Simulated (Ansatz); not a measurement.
# MoH2: the cost of one run

Computed with Ansatz 0.2.0 (DFT PBE, scalar-relativistic, plane waves, PAW, unless a step's input says otherwise).

## Step 1: The structure to begin with

The structure is tetragonal, space group P-4m2 (No. 115). Conventional cell: a = 3.599 Å, b = 3.599 Å, c = 5.090 Å, α = 90.00°, β = 90.00°, γ = 90.00°. H (site symmetry 2mm) has 2 Mo at 2.20 Å in its first shell of neighbours. Mo (site symmetry -4m2) has 4 H at 2.20 Å in its first shell of neighbours.

Structure file:

```
H Mo
1.0
     3.59898    0.00000    0.00000
     0.00000    3.59898    0.00000
     0.00000    0.00000    5.08972
H Mo
2 1
Direct
  0.50000 0.00000 0.25000
  0.00000 0.50000 0.75000
  0.00000 0.00000 0.00000
```

The cell is invented: ordered vacancies on the cation sites of zinc blende (P-4m2, No. 115). The dimensions are guesses.

## Step 2: Probe: one point on a coarse mesh

File input.yaml:

```yaml
crystal:
  lattice:
    - [3.59897667, 0.0, 0.0]
    - [0.0, 3.59897667, 0.0]
    - [0.0, 0.0, 5.08972161]
  atoms:
    - { symbol: H, position: [0.5, 0.0, 0.25] }
    - { symbol: H, position: [0.0, 0.5, 0.75] }
    - { symbol: Mo, position: [0.0, 0.0, 0.0] }
basis:
  ecutwfc: 420
kpoints:
  mp_grid: { grid: [6, 6, 4] }
hamiltonian:
  xc: pbe
scf:
  occupations: { method: gaussian, width: 0.1 }
  lower_state_search: "off"
output:
  forces: true
  stress: true
  eigenvalues: true
```

Launch:

```bash
> ansatz run input.yaml --threads 1 --pin off --max-ram 2560MiB --backend cpu --events-out ev --progress --plain --runs-dir out
```

What time and memory should one allow on 1 thread of Intel Xeon at 2.50GHz (Skylake/Cascade Lake), shared host?

About 4.5 s, with a peak of 0.34 GiB.
